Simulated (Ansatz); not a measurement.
# GeH₃Se radical: a ladder of functionals and wavefunction methods

An exercise on one series of results from a longer session: the logs are not shown, and one member is left open.

Computed with Ansatz 0.2.0, Gaussian basis. Level: functionals in def2-TZVPP, the program's frozen cores in correlated methods.

The runs, in order: LDA (SPW92), PBE-D4, revPBE-D4, BLYP-D4, r2SCAN-D4, B97M-V, PBE0-D4, B3LYP-D4, r2SCANh-D4, r2SCAN0-D4, HSE06-D4, BHLYP-D4, CAM-B3LYP-D4, LC-ωPBE, ωB97X-V, ωB97M-V, B2PLYP, PBE-QIDH; CCSD(T)/def2-SVP; CCSD(T)/def2-TZVPP; CCSD(T)/def2-QZVPP; extrapolation to the limit.

## The geometry

The geometry comes from an earlier relaxation with PBE0-D4 in a triple-zeta def2 set; it is a stationary point.

SMILES `[GeH3][Se]`, 5 atoms, charge 0, spin multiplicity 2.

Atoms are counted from 1 here; the program's logs count them from 0.

Bond lengths: Ge1–Se2 2.345 Å, Ge1–H3 1.537 Å, Ge1–H4 1.536 Å, Ge1–H5 1.536 Å. Angles: Se2–Ge1–H3 104.9°, Se2–Ge1–H4 110.6°, Se2–Ge1–H5 110.6°, H3–Ge1–H4 110.2°, H3–Ge1–H5 110.2°, H4–Ge1–H5 110.2°.

The first run:

Input file in.yaml:

```yaml
crystal:
  periodic: [false, false, false]
  atoms:
    - {symbol: Ge, position_ang: [0.136670, -0.028464, -0.128137]}
    - {symbol: Se, position_ang: [-1.512456, -0.105231, 1.536608]}
    - {symbol: H, position_ang: [0.089608, 1.411445, -0.664320]}
    - {symbol: H, position_ang: [-0.184166, -1.023788, -1.252824]}
    - {symbol: H, position_ang: [1.520344, -0.327562, 0.467272]}
basis:
  gaussian: {orbitals: def2-TZVPP}
magnetization: {spin_polarized: true, initial_magnetization: 1}
hamiltonian: {xc: lda}
output: {orbitals: {seedname: orbitals}}
```

On the command line:

```
$ ansatz run in.yaml --threads 2 --pin off --events-out ev --progress --plain --max-ram 32768MiB --backend cpu
```

Steps of the session up to this table: LDA; PBE-D4 (GGA); revPBE-D4 (GGA); BLYP-D4 (GGA); r2SCAN-D4 (meta-GGA); B97M-V (meta-GGA); PBE0-D4 (hybrid); B3LYP-D4 (hybrid); r2SCANh-D4 (hybrid); r2SCAN0-D4 (hybrid); HSE06-D4 (hybrid); BHLYP-D4 (hybrid); CAM-B3LYP-D4 (range-separated); LC-ωPBE (range-separated); ωB97X-V (range-separated); ωB97M-V (range-separated); B2PLYP (double hybrid); PBE-QIDH (double hybrid).

One table of the session follows, with a row left open; its other results are not shown here.

It belongs to the step «Frontier levels by functional». 

| functional | HOMO (eV) | LUMO (eV) | gap (eV) |
| --- | --- | --- | --- |
| LDA (SPW92) | -5.74 | -5.81 | -0.07 |
| PBE-D4 | -5.64 | -5.41 | 0.24 |
| revPBE-D4 | -5.61 | -5.28 | 0.33 |
| BLYP-D4 | ? | ? | ? |
| r2SCAN-D4 | -5.93 | -5.10 | 0.83 |
| B97M-V | -6.01 | -5.24 | 0.78 |
| PBE0-D4 | -6.81 | -4.34 | 2.47 |
| B3LYP-D4 | -6.59 | -4.73 | 1.85 |
| r2SCANh-D4 | -6.35 | -4.71 | 1.65 |
| r2SCAN0-D4 | -6.99 | -4.12 | 2.87 |
| HSE06-D4 | -6.41 | -4.72 | 1.69 |
| BHLYP-D4 | -7.82 | -3.31 | 4.51 |
| CAM-B3LYP-D4 | -8.11 | -3.26 | 4.85 |
| LC-ωPBE | -9.48 | -1.80 | 7.69 |
| ωB97X-V | -9.14 | -2.26 | 6.88 |
| ωB97M-V | -8.95 | -2.28 | 6.67 |

Q: Estimate the row for BLYP-D4 from the others.

Worked estimate for «HOMO (eV)». Against the share of exact exchange, B3LYP-D4 (0.2, -6.59), BHLYP-D4 (0.5, -7.82) give a slope of -4.10 per unit share; at 0 the line stands at -5.77.

The run gave: HOMO (eV): -5.50; LUMO (eV): -5.40; gap (eV): 0.10. In «HOMO (eV)» the line misses by -0.27.

Caveats from the session: A negative gap means that an empty level lies below a filled one: whole occupations of an open shell aren't an aufbau state there.
